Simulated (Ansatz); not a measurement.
# TiN: the cost of one run

Method: DFT PBE, scalar-relativistic, plane waves, PAW, in Ansatz 0.2.0.

## 1. The starting structure

It takes space group Fm-3m (No. 225, cubic). Conventional cell: a = 4.238 Å, b = 4.238 Å, c = 4.238 Å, α = 90.00°, β = 90.00°, γ = 90.00°. Around Ti (site symmetry m-3m) lie 6 N at 2.12 Å. N (site symmetry m-3m) is surrounded by 6 Ti at 2.12 Å.

Structure file:

```
CELL_PARAMETERS angstrom
0.00000 6.35700 6.35700
6.35700 0.00000 6.35700
6.35700 6.35700 0.00000
ATOMIC_POSITIONS crystal
Ti 0.00000 0.00000 0.00000
Ti 0.00000 0.00000 0.33333
Ti 0.00000 0.00000 0.66667
Ti 0.00000 0.33333 0.00000
Ti 0.00000 0.33333 0.33333
Ti 0.00000 0.33333 0.66667
Ti 0.00000 0.66667 0.00000
Ti 0.00000 0.66667 0.33333
Ti 0.00000 0.66667 0.66667
Ti 0.33333 0.00000 0.00000
Ti 0.33333 0.00000 0.33333
Ti 0.33333 0.00000 0.66667
Ti 0.33333 0.33333 0.00000
Ti 0.33333 0.33333 0.33333
Ti 0.33333 0.33333 0.66667
Ti 0.33333 0.66667 0.00000
Ti 0.33333 0.66667 0.33333
Ti 0.33333 0.66667 0.66667
Ti 0.66667 0.00000 0.00000
Ti 0.66667 0.00000 0.33333
Ti 0.66667 0.00000 0.66667
Ti 0.66667 0.33333 0.00000
Ti 0.66667 0.33333 0.33333
Ti 0.66667 0.33333 0.66667
Ti 0.66667 0.66667 0.00000
Ti 0.66667 0.66667 0.33333
Ti 0.66667 0.66667 0.66667
N 0.16667 0.16667 0.16667
N 0.16667 0.16667 0.50000
N 0.16667 0.16667 0.83333
N 0.16667 0.50000 0.16667
N 0.16667 0.50000 0.50000
N 0.16667 0.50000 0.83333
N 0.16667 0.83333 0.16667
N 0.16667 0.83333 0.50000
N 0.16667 0.83333 0.83333
N 0.50000 0.16667 0.16667
N 0.50000 0.16667 0.50000
N 0.50000 0.16667 0.83333
N 0.50000 0.50000 0.16667
N 0.50000 0.50000 0.50000
N 0.50000 0.50000 0.83333
N 0.50000 0.83333 0.16667
N 0.50000 0.83333 0.50000
N 0.50000 0.83333 0.83333
N 0.83333 0.16667 0.16667
N 0.83333 0.16667 0.50000
N 0.83333 0.16667 0.83333
N 0.83333 0.50000 0.16667
N 0.83333 0.50000 0.50000
N 0.83333 0.50000 0.83333
N 0.83333 0.83333 0.16667
N 0.83333 0.83333 0.50000
N 0.83333 0.83333 0.83333
```

The runs take a perfect supercell of 54 atoms; the defect goes to fractional position (0.250, 0.583, 0.917).

## 2. The perfect supercell

input.yaml reads:

```yaml
crystal:
  lattice:
    - [0.0, 6.357, 6.357]
    - [6.357, 0.0, 6.357]
    - [6.357, 6.357, 0.0]
  atoms:
    - { symbol: Ti, position: [0.0, 0.0, 0.0] }
    - { symbol: Ti, position: [0.0, 0.0, 0.333333] }
    - { symbol: Ti, position: [0.0, 0.0, 0.666667] }
    - { symbol: Ti, position: [0.0, 0.333333, 0.0] }
    - { symbol: Ti, position: [0.0, 0.333333, 0.333333] }
    - { symbol: Ti, position: [0.0, 0.333333, 0.666667] }
    - { symbol: Ti, position: [0.0, 0.666667, 0.0] }
    - { symbol: Ti, position: [0.0, 0.666667, 0.333333] }
    - { symbol: Ti, position: [0.0, 0.666667, 0.666667] }
    - { symbol: Ti, position: [0.333333, 0.0, 0.0] }
    - { symbol: Ti, position: [0.333333, 0.0, 0.333333] }
    - { symbol: Ti, position: [0.333333, 0.0, 0.666667] }
    - { symbol: Ti, position: [0.333333, 0.333333, 0.0] }
    - { symbol: Ti, position: [0.333333, 0.333333, 0.333333] }
    - { symbol: Ti, position: [0.333333, 0.333333, 0.666667] }
    - { symbol: Ti, position: [0.333333, 0.666667, 0.0] }
    - { symbol: Ti, position: [0.333333, 0.666667, 0.333333] }
    - { symbol: Ti, position: [0.333333, 0.666667, 0.666667] }
    - { symbol: Ti, position: [0.666667, 0.0, 0.0] }
    - { symbol: Ti, position: [0.666667, 0.0, 0.333333] }
    - { symbol: Ti, position: [0.666667, 0.0, 0.666667] }
    - { symbol: Ti, position: [0.666667, 0.333333, 0.0] }
    - { symbol: Ti, position: [0.666667, 0.333333, 0.333333] }
    - { symbol: Ti, position: [0.666667, 0.333333, 0.666667] }
    - { symbol: Ti, position: [0.666667, 0.666667, 0.0] }
    - { symbol: Ti, position: [0.666667, 0.666667, 0.333333] }
    - { symbol: Ti, position: [0.666667, 0.666667, 0.666667] }
    - { symbol: "N", position: [0.166667, 0.166667, 0.166667] }
    - { symbol: "N", position: [0.166667, 0.166667, 0.5] }
    - { symbol: "N", position: [0.166667, 0.166667, 0.833333] }
    - { symbol: "N", position: [0.166667, 0.5, 0.166667] }
    - { symbol: "N", position: [0.166667, 0.5, 0.5] }
    - { symbol: "N", position: [0.166667, 0.5, 0.833333] }
    - { symbol: "N", position: [0.166667, 0.833333, 0.166667] }
    - { symbol: "N", position: [0.166667, 0.833333, 0.5] }
    - { symbol: "N", position: [0.166667, 0.833333, 0.833333] }
    - { symbol: "N", position: [0.5, 0.166667, 0.166667] }
    - { symbol: "N", position: [0.5, 0.166667, 0.5] }
    - { symbol: "N", position: [0.5, 0.166667, 0.833333] }
    - { symbol: "N", position: [0.5, 0.5, 0.166667] }
    - { symbol: "N", position: [0.5, 0.5, 0.5] }
    - { symbol: "N", position: [0.5, 0.5, 0.833333] }
    - { symbol: "N", position: [0.5, 0.833333, 0.166667] }
    - { symbol: "N", position: [0.5, 0.833333, 0.5] }
    - { symbol: "N", position: [0.5, 0.833333, 0.833333] }
    - { symbol: "N", position: [0.833333, 0.166667, 0.166667] }
    - { symbol: "N", position: [0.833333, 0.166667, 0.5] }
    - { symbol: "N", position: [0.833333, 0.166667, 0.833333] }
    - { symbol: "N", position: [0.833333, 0.5, 0.166667] }
    - { symbol: "N", position: [0.833333, 0.5, 0.5] }
    - { symbol: "N", position: [0.833333, 0.5, 0.833333] }
    - { symbol: "N", position: [0.833333, 0.833333, 0.166667] }
    - { symbol: "N", position: [0.833333, 0.833333, 0.5] }
    - { symbol: "N", position: [0.833333, 0.833333, 0.833333] }
basis:
  ecutwfc: 420
  fft_grid_basis: typed
kpoints:
  mp_grid: { grid: [2, 2, 2] }
hamiltonian:
  xc: pbe
  pseudopotentials: { kind: paw }
scf:
  occupations: { method: gaussian, width: 0.05 }
output:
  forces: true
  stress: false
  eigenvalues: true
  bader: false
  write_density: true
  volumetric_format: npy
```

On the command line:

```bash
ansatz run input.yaml --threads 8 --pin off --max-ram 16384MiB --backend cpu --events-out ev --progress --plain --runs-dir out
```

**Question.** How long does this run take on 8 threads of Arm Neoverse N1, shared host, and how much memory does it need?

About 10 s, with a peak of 2.3 GiB.
